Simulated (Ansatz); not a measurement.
# O2Zn2: the cost of one run

Program: Ansatz 0.2.0. Level of theory: the levels named in each step. These are calculated values, not measurements.

## 1. The structure to begin with

Bond lengths: O1–Zn2 1.826 Å, Zn2–O3 1.826 Å, O1–Zn4 1.826 Å, Zn2–Zn4 2.438 Å, O3–Zn4 1.826 Å. Angles: O1–Zn2–O3 96.2°, O1–Zn2–Zn4 48.1°, O3–Zn2–Zn4 48.1°, Zn2–O1–Zn4 83.8°, Zn2–O3–Zn4 83.8°, O1–Zn4–Zn2 48.1°, O1–Zn4–O3 96.2°, Zn2–Zn4–O3 48.1°.

Coordinates:

```xyz
4

O    -1.2483   -0.4982    0.2024
Zn    0.3587   -1.0780   -0.4418
O     1.2482    0.4983   -0.2024
Zn   -0.3586    1.0780    0.4418
```

## 2. A rough first relaxation, PBE-D4/def2-SVPD

input.yaml reads:

```yaml
crystal:
  periodic: [false, false, false]
  atoms:
    - { symbol: O, position_ang: [-1.24825, -0.49821, 0.20239] }
    - { symbol: Zn, position_ang: [0.35869, -1.07798, -0.44179] }
    - { symbol: O, position_ang: [1.24823, 0.49827, -0.20236] }
    - { symbol: Zn, position_ang: [-0.35863, 1.07801, 0.44178] }
basis:
  gaussian: { orbitals: def2-SVPD }
hamiltonian:
  xc: pbe
  dispersion: d4
relax:
  f_tol: 0.03
  max_steps: 200
```

Started as:

```
$ ansatz run input.yaml --threads 4 --pin off --max-ram 10240MiB --backend cpu --events-out ev --progress --plain --runs-dir out
```

What time and memory should one allow on 4 threads of Arm Neoverse V2, shared host?

About 6.2 s, with a peak of 0.18 GiB.
